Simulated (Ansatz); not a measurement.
# Si2Sb: the cost of one run

Method: DFT PBE, scalar-relativistic, plane waves, PAW, in Ansatz 0.2.0.

1 further run of the same task is left out (it didn't finish).

**1. Starting point**

The structure is tetragonal, space group P4/mbm (No. 127). The conventional cell has a = 7.019 Å, b = 7.019 Å, c = 2.778 Å, α = 90.00°, β = 90.00°, γ = 90.00°. Si (site symmetry m2m) is surrounded by 3 Si at 2.38 to 2.78 Å and 2 Sb at 2.80 Å. Sb (site symmetry 4/m) has 2 Sb at 2.78 Å and 4 Si at 2.80 Å as nearest neighbours.

Structure file:

```cif
data_structure
_symmetry_space_group_name_H-M 'P4/mbm'
_symmetry_Int_Tables_number 127
_cell_length_a 7.0192
_cell_length_b 7.0192
_cell_length_c 2.7779
_cell_angle_alpha 90.000
_cell_angle_beta 90.000
_cell_angle_gamma 90.000
_cell_volume 136.86
loop_
_atom_site_label
_atom_site_type_symbol
_atom_site_symmetry_multiplicity
_atom_site_Wyckoff_symbol
_atom_site_fract_x
_atom_site_fract_y
_atom_site_fract_z
_atom_site_occupancy
Si1 Si 4 g 0.11991 0.38009 0.00000 1
Sb1 Sb 2 a 0.00000 0.00000 0.00000 1
```

It is the end of an earlier relaxation with the same method, from a generated guess; it is a trial structure. At a tolerance of 0.05 Å it has space group P4/mbm (No. 127); it has 22.81 Å³/atom, an uncorrected energy of +0.50 eV/atom over the elements.

**2. Static run: bands, density of states and charges**

The input, input.yaml:

```yaml
crystal:
  lattice:
    - [7.0191974709, 0.0, 0.0]
    - [0.0, 7.0191974709, 0.0]
    - [0.0, 0.0, 2.7778683201]
  atoms:
    - { symbol: Si, position: [0.1199128836, 0.3800871164, 0.0] }
    - { symbol: Si, position: [0.3800871164, 0.8800871164, 0.0] }
    - { symbol: Si, position: [0.8800871164, 0.6199128836, 0.0] }
    - { symbol: Si, position: [0.6199128836, 0.1199128836, 0.0] }
    - { symbol: Sb, position: [0.0, 0.0, 0.0] }
    - { symbol: Sb, position: [0.5, 0.5, 0.0] }
basis:
  ecutwfc: 420
kpoints:
  mp_grid: { grid: [6, 6, 14] }
  band_path:
    path:
      - [[0.0, 0.0, 0.0], [0.0, 0.5, 0.0], [0.5, 0.5, 0.0], [0.0, 0.0, 0.0], [0.0, 0.0, 0.5], [0.0, 0.5, 0.5], [0.5, 0.5, 0.5], [0.0, 0.0, 0.5]]
      - [[0.0, 0.5, 0.0], [0.0, 0.5, 0.5]]
      - [[0.5, 0.5, 0.0], [0.5, 0.5, 0.5]]
    npoints: 14
hamiltonian:
  xc: pbe
scf:
  occupations: { method: gaussian, width: 0.1 }
  n_extra_bands: 15
output:
  forces: true
  stress: true
  eigenvalues: true
  populations: true
  dos: { projected: true, de: 0.02, nscf_kmesh: { grid: [8, 8, 17] } }
  bader: true
```

Launch:

```bash
$ ansatz run input.yaml --threads 1 --pin off --max-ram 2560MiB --backend cpu --events-out ev --progress --plain --runs-dir out
```

**Question.** How long does this run take on 1 thread of Intel Xeon Platinum 8375C at 2.90GHz (Ice Lake), shared host, and how much memory does it need?

About 81 s, with a peak of 0.75 GiB.
